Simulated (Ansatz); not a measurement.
# [AlF4]-: the relaxed shape and its frontier levels

Aim: characterise [AlF4]- as a singlet: its structure, frontier levels and distribution of charge.

The runs use Ansatz 0.2.0, Gaussian basis; RKS PBE0-D4/def2-TZVPD.

Plan: relaxation at r2SCAN-D4/def2-SVPD; a search for the lowest solution at PBE0-D4/def2-SVP; a single point at PBE0-D4/def2-TZVPD.

### 1 Starting geometry

5 atoms, charge -1, spin multiplicity 1.

Atoms are counted from 1 here; the program's logs count them from 0.

Bond lengths: Al1–F2 1.683 Å, Al1–F3 1.683 Å, Al1–F4 1.683 Å, Al1–F5 1.683 Å. Angles: F2–Al1–F3 109.4°, F2–Al1–F4 109.6°, F2–Al1–F5 109.5°, F3–Al1–F4 109.5°, F3–Al1–F5 109.5°, F4–Al1–F5 109.4°.

Geometry (Å):

```csv
atom,x (Å),y (Å),z (Å)
Al1,-0.00006,0.00007,0.00015
F2,0.01200,-0.01849,1.68305
F3,1.58379,0.01090,-0.56942
F4,-0.80132,1.37725,-0.54304
F5,-0.79441,-1.36973,-0.57075
```

The ion is computed in the gas phase, without counter-ions or solvent.

The start is a GFN2-xTB geometry.

### 2 Optimising with r2SCAN-D4/def2-SVPD

Input file in.yaml:

```yaml
crystal:
  periodic: [false, false, false]
  atoms:
    - {symbol: Al, position_ang: [-0.000060, 0.000070, 0.000150]}
    - {symbol: F, position_ang: [0.012000, -0.018490, 1.683050]}
    - {symbol: F, position_ang: [1.583790, 0.010900, -0.569420]}
    - {symbol: F, position_ang: [-0.801320, 1.377250, -0.543040]}
    - {symbol: F, position_ang: [-0.794410, -1.369730, -0.570750]}
basis:
  gaussian: {orbitals: def2-SVPD}
total_charge: -1
hamiltonian: {xc: r2scan, dispersion: d4}
scf: {lower_state_search: "off"}
output: {orbitals: {seedname: orbitals}}
relax: {f_tol: 0.02, max_steps: 100}
```

On the command line:

```console
$ ansatz run in.yaml --threads 4 --pin off --events-out ev --progress --plain --max-ram 3916MiB
```

After this run come: Searching for the lowest solution, PBE0-D4/def2-SVP; Single point, PBE0-D4/def2-TZVPD.

Before running them: what should the planned runs give, taken together? Wanted: point group; commonest bond; HOMO, LUMO at PBE0-D4/def2-TZVPD.

The runs gave:

| quantity | value |
| --- | --- |
| point group | Td |
| commonest bond | Al–F, 4 of mean length 1.712 Å |
| HOMO, LUMO at PBE0-D4/def2-TZVPD | -5.46, 3.92 eV |

In words: The molecule keeps its bonding pattern by the stored test; the atoms moved 0.03 Å (rms). No usable vibrations, so a minimum isn't proven.
